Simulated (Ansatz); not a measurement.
# AgSnCl2: the cost of one run

Computed with Ansatz 0.2.0 (DFT PBE, scalar-relativistic, plane waves, PAW, unless a step's input says otherwise).

2 further runs of the same task are left out: 1 that didn't finish, 1 set aside as unsound or not needed.

**1. The system as given**

Symmetry: P-3m1, No. 164, trigonal system. Conventional cell: a = 3.606 Å, b = 3.606 Å, c = 5.854 Å, α = 90.00°, β = 90.00°, γ = 120.00°. Ag (site symmetry -3m) is surrounded by 6 Cl at 2.57 Å and 2 Sn at 2.93 Å. Sn (site symmetry -3m) is surrounded by 6 Cl at 2.52 Å. Cl (site symmetry 3m) has 3 Sn at 2.52 Å and 3 Ag at 2.57 Å as nearest neighbours.

Coordinates:

```xyz
4
Lattice="3.6059 0.0000 0.0000 -1.8029 3.1228 0.0000 0.0000 0.0000 5.8544" Properties=species:S:1:pos:R:3 pbc="T T T"
Ag    0.0000    0.0000    2.9272
Sn    0.0000    0.0000    0.0000
Cl    1.8029    1.0409    1.4203
Cl    0.0000    2.0819    4.4341
```

A structure generator made this guess: Ag between sheets of the CdBr2 type, stage 1 (P-3m1, No. 164). The dimensions are guesses.

**2. Probe: one point on a coarse mesh**

Input file input.yaml:

```yaml
crystal:
  lattice:
    - [3.60587108, 0.0, 0.0]
    - [-1.80293554, 3.12277595, 0.0]
    - [0.0, 0.0, 5.85440674]
  atoms:
    - { symbol: Ag, position: [0.0, 0.0, 0.5] }
    - { symbol: Sn, position: [0.0, 0.0, 0.0] }
    - { symbol: Cl, position: [0.66666667, 0.33333333, 0.24260127] }
    - { symbol: Cl, position: [0.33333333, 0.66666667, 0.75739873] }
basis:
  ecutwfc: 420
kpoints:
  mp_grid: { grid: [6, 6, 4] }
hamiltonian:
  xc: pbe
scf:
  occupations: { method: gaussian, width: 0.1 }
  lower_state_search: "off"
output:
  forces: true
  stress: true
  eigenvalues: true
```

Run with:

```bash
$ ansatz run input.yaml --threads 1 --pin off --max-ram 2560MiB --backend cpu --events-out ev --progress --plain --runs-dir out
```

What time and memory should one allow on 1 thread of Arm Neoverse V2, shared host?

About 2.4 s, with a peak of 0.35 GiB.
